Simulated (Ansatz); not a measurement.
# C4H15GeNSi: how energies converge with the basis set

Aim: see how fast density functionals converge with the basis set for C4H15GeNSi.

Program: Ansatz 0.2.0, Gaussian basis. Level of theory: one geometry, several basis sets. These are calculated values, not measurements.

The runs, in order: PBE0-D4/def2-SVP; ωB97M-V/def2-SVP; PBE0-D4/def2-QZVPP; ωB97M-V/def2-QZVPP; the functionals' def2-TZVPP values are taken from earlier runs.

## 1. The relaxed structure

All runs share one geometry, relaxed beforehand with PBE0-D4 in a triple-zeta def2 set.

SMILES `CC(C)(C)[N]([SiH3])[GeH3]`, 22 atoms, charge 0, spin multiplicity 1.

Atoms are counted from 1 here; the program's logs count them from 0.

Bond lengths: C1–C2 1.526 Å, C1–H8 1.092 Å, C1–H9 1.094 Å, C1–H10 1.092 Å, C2–C3 1.528 Å, C2–C4 1.525 Å, C2–N5 1.484 Å, C3–H11 1.092 Å, C3–H12 1.092 Å, C3–H13 1.093 Å, C4–H14 1.092 Å, C4–H15 1.092 Å, C4–H16 1.094 Å, N5–Si6 1.726 Å, N5–Ge7 1.851 Å, Si6–H17 1.484 Å, Si6–H18 1.493 Å, Si6–H19 1.490 Å and more. Angles: C2–C1–H8 110.0°, C2–C1–H9 111.8°, C2–C1–H10 111.0°, H8–C1–H9 107.1°, H8–C1–H10 108.5°, H9–C1–H10 108.4°, C1–C2–C3 109.3°, C1–C2–C4 107.9°, C1–C2–N5 109.7°, C3–C2–C4 109.7°, C3–C2–N5 109.8°, C4–C2–N5 110.3°, C2–C3–H11 110.8°, C2–C3–H12 110.5°, C2–C3–H13 111.0°, H11–C3–H12 108.1°, H11–C3–H13 108.0°, H12–C3–H13 108.3° and more.

## 2. PBE0-D4 in def2-SVP

File in.yaml:

```yaml
crystal:
  periodic: [false, false, false]
  atoms:
    - {symbol: C, position_ang: [-0.695924, -1.737543, 0.305317]}
    - {symbol: C, position_ang: [-0.583019, -0.216725, 0.248048]}
    - {symbol: C, position_ang: [-1.635777, 0.331991, -0.714347]}
    - {symbol: C, position_ang: [-0.836216, 0.326445, 1.650840]}
    - {symbol: N, position_ang: [0.772748, 0.167490, -0.216395]}
    - {symbol: Si, position_ang: [1.631014, -0.828550, -1.334867]}
    - {symbol: Ge, position_ang: [1.398463, 1.862780, 0.182689]}
    - {symbol: H, position_ang: [-1.689629, -2.024815, 0.655854]}
    - {symbol: H, position_ang: [-0.559204, -2.192546, -0.680286]}
    - {symbol: H, position_ang: [0.046102, -2.159663, 0.986123]}
    - {symbol: H, position_ang: [-1.582454, 1.421790, -0.767341]}
    - {symbol: H, position_ang: [-1.478306, -0.064855, -1.719839]}
    - {symbol: H, position_ang: [-2.643710, 0.057434, -0.391677]}
    - {symbol: H, position_ang: [-0.074463, -0.029152, 2.348049]}
    - {symbol: H, position_ang: [-1.813747, -0.002947, 2.009891]}
    - {symbol: H, position_ang: [-0.839782, 1.419954, 1.670753]}
    - {symbol: H, position_ang: [2.827038, -0.069088, -1.777025]}
    - {symbol: H, position_ang: [0.819910, -1.177268, -2.539154]}
    - {symbol: H, position_ang: [2.094075, -2.117057, -0.748141]}
    - {symbol: H, position_ang: [1.811767, 1.963175, 1.663409]}
    - {symbol: H, position_ang: [2.615093, 2.121353, -0.713063]}
    - {symbol: H, position_ang: [0.306718, 2.917601, -0.090241]}
basis:
  gaussian: {orbitals: def2-SVP}
hamiltonian: {xc: pbe0, dispersion: d4}
output: {orbitals: {seedname: orbitals}}
```

Launch:

```
$ ansatz run in.yaml --threads 4 --pin off --events-out ev --progress --plain --max-ram 66560MiB --backend cpu
```

Further steps of the session: ωB97M-V in def2-SVP; PBE0-D4 in def2-QZVPP; ωB97M-V in def2-QZVPP.

**Question.** What will the summary of the whole plan be? Wanted: PBE0-D4: double and triple zeta above quadruple; ωB97M-V: double and triple zeta above quadruple.

The runs gave:

```
                                       quantity           value
PBE0-D4: double and triple zeta above quadruple  18.14, 1.84 eV
ωB97M-V: double and triple zeta above quadruple  18.50, 1.78 eV
```

PBE0-D4 gains 16.30 eV from double to triple zeta, then 1.84 eV more. Total energies overstate the basis error of differences, where much of it tends to cancel. The LUMO of ωB97M-V is positive and keeps falling with the basis (2.48 to 1.50 eV): an unbound level that the basis holds in place.
